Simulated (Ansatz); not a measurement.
# AlCl2H6NSi2: how energies converge with the basis set

One table from this session's results is given with a row withheld; the runs are named, their logs left out.

The runs use Ansatz 0.2.0, Gaussian basis; one geometry, several basis sets.

The runs, in order: PBE0-D4/def2-SVP; ωB97M-V/def2-SVP; PBE0-D4/def2-QZVPP; ωB97M-V/def2-QZVPP; the functionals' def2-TZVPP values are taken from earlier runs.

## Structure used throughout

The geometry comes from an earlier relaxation with PBE0-D4 in a triple-zeta def2 set; it is a stationary point, not always the lowest conformer.

SMILES `[SiH3][N]([SiH3])[Al]([Cl])[Cl]`, 12 atoms, charge 0, spin multiplicity 1.

Atoms are counted from 1 here; the program's logs count them from 0.

Bond lengths: Si1–N2 1.745 Å, Si1–H7 1.484 Å, Si1–H8 1.488 Å, Si1–H9 1.486 Å, N2–Si3 1.745 Å, N2–Al4 1.769 Å, Si3–H10 1.488 Å, Si3–H11 1.484 Å, Si3–H12 1.486 Å, Al4–Cl5 2.078 Å, Al4–Cl6 2.078 Å. Angles: N2–Si1–H7 109.8°, N2–Si1–H8 108.4°, N2–Si1–H9 111.6°, H7–Si1–H8 109.3°, H7–Si1–H9 109.1°, H8–Si1–H9 108.4°, Si1–N2–Si3 115.8°, Si1–N2–Al4 122.1°, Si3–N2–Al4 122.2°, N2–Si3–H10 108.5°, N2–Si3–H11 109.8°, N2–Si3–H12 111.6°, H10–Si3–H11 109.3°, H10–Si3–H12 108.4°, H11–Si3–H12 109.2°, N2–Al4–Cl5 120.4°, N2–Al4–Cl6 120.5°, Cl5–Al4–Cl6 119.0°.

The first run:

Input file in.yaml:

```yaml
crystal:
  periodic: [false, false, false]
  atoms:
    - {symbol: Si, position_ang: [-1.089572, -0.551426, -1.138404]}
    - {symbol: N, position_ang: [0.007875, 0.132368, 0.033129]}
    - {symbol: Si, position_ang: [1.087864, -0.996836, 0.809467]}
    - {symbol: Al, position_ang: [0.024039, 1.860599, 0.408912]}
    - {symbol: Cl, position_ang: [-0.987601, 3.211263, -0.803973]}
    - {symbol: Cl, position_ang: [1.054599, 2.570056, 2.068171]}
    - {symbol: H, position_ang: [-2.314782, 0.281136, -1.226273]}
    - {symbol: H, position_ang: [-1.456898, -1.923218, -0.694618]}
    - {symbol: H, position_ang: [-0.465862, -0.644614, -2.484353]}
    - {symbol: H, position_ang: [1.442255, -2.059638, -0.169565]}
    - {symbol: H, position_ang: [2.322199, -0.295768, 1.241789]}
    - {symbol: H, position_ang: [0.452685, -1.639023, 1.989916]}
basis:
  gaussian: {orbitals: def2-SVP}
hamiltonian: {xc: pbe0, dispersion: d4}
output: {orbitals: {seedname: orbitals}}
```

Launch:

```bash
> ansatz run in.yaml --threads 4 --pin off --events-out ev --progress --plain --max-ram 11315MiB
```

Steps of the session up to this table: PBE0-D4 in def2-SVP; ωB97M-V in def2-SVP; PBE0-D4 in def2-QZVPP; ωB97M-V in def2-QZVPP.

One table of the session follows, with a row left open; its other results are not shown here.

It belongs to the step «Functionals by basis». 

| functional | basis | HOMO (eV) |
| --- | --- | --- |
| PBE0-D4 | def2-SVP | -8.04 |
| PBE0-D4 | def2-TZVPP | -8.13 |
| PBE0-D4 | def2-QZVPP | -8.14 |
| ωB97M-V | def2-SVP | ? |
| ωB97M-V | def2-TZVPP | -10.37 |
| ωB97M-V | def2-QZVPP | -10.39 |

Estimate the missing values for ωB97M-V, def2-SVP.

The run gave: HOMO (eV): -10.24. In the column «HOMO (eV)» it lies between ωB97M-V, def2-TZVPP (-10.37) and PBE0-D4, def2-QZVPP (-8.14).
